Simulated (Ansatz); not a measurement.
# Ta: the cost of one run

All numbers are computed with the Python package of Ansatz 0.2.0. The levels of theory stand in the script.

This is Ta in the hcp structure; at room conditions it is bcc.

### 1 The structure

It takes space group P6_3/mmc (No. 194, hexagonal). The conventional cell has a = 2.900 Å, b = 2.900 Å, c = 5.166 Å, α = 90.00°, β = 90.00°, γ = 120.00°. Ta (site symmetry -6m2) has 12 Ta at 2.90 to 3.08 Å as nearest neighbours.

No structure file is read: the coordinates are typed or built in the script.

### 2 The script

lattice_ta.py reads:

```python
# -*- coding: utf-8 -*-
import ansatz as az
import numpy as np

def edges_and_angles(cell):
    cell = np.asarray(cell)
    a, b, c = np.linalg.norm(cell, axis=1)
    cosines = cell[1] @ cell[2] / (b * c), cell[0] @ cell[2] / (a * c), cell[0] @ cell[1] / (a * b)
    return (a, b, c, *np.degrees(np.arccos(cosines)))


def main():
    cell = (
        az.Lattice.from_parameters(2.900372, 2.900372, 5.166274, alpha=90, beta=90, gamma=120)
        .space_group(194)
        .atom("Ta", (2 / 3, 1 / 3, 0.75))
    )

    calculation = cell.calculation()
    calculation = calculation.occupations(az.OccupationsMethod.GAUSSIAN).basis(550)
    calculation = calculation.kpoints(spacing=0.24)
    calculation = calculation.relax(cell=True)

    levels = [("blyp", "d3bj"), ("pbesol", "d3bj"), ("pbesol", "none")]
    print("level            a       b       c    alpha   beta  gamma  V/atom  steps")
    for name, dispersion in levels:
        seen = []
        run = calculation.functional(name, dispersion=dispersion).session().plan()
        res = run.execute(on_event=lambda e: seen.append(e) if e["event"] == "relax_step" else None)
        cell = res.lattice.cell_ang
        label = name if dispersion == "none" else f"{name}+{dispersion}"
        print("{:13s} {:7.4f} {:7.4f} {:7.4f} {:6.2f} {:6.2f} {:6.2f}".format(label, *edges_and_angles(cell)), f"{abs(np.linalg.det(cell)) / len(res.lattice.sites):7.3f} {len(seen):5d}")


if __name__ == "__main__":
    main()
```

### 3 The calls as engine input

The package turns the script's settings into the engine's input (first run):

```yaml
crystal:
  lattice:
    a: 2.900372
    b: 2.900372
    c: 5.166274
    alpha: 90.0
    beta: 90.0
    gamma: 120.0
  space_group: 194
  atoms:
    - { symbol: Ta, position: [0.6666666666666666, 0.3333333333333333, 0.75] }
basis:
  ecutwfc: 550.0
kpoints:
  mp_grid:
    kspacing: 0.24
hamiltonian:
  xc: blyp
  dispersion: d3bj
scf:
  occupations:
    method: gaussian
relax:
  cell: {}
```

### 4 Launch

On the command line:

```console
python lattice_ta.py
```

What time and memory should one allow on 1 thread of Arm Neoverse V2, shared host?

About 36 s, with a peak of 0.45 GiB.
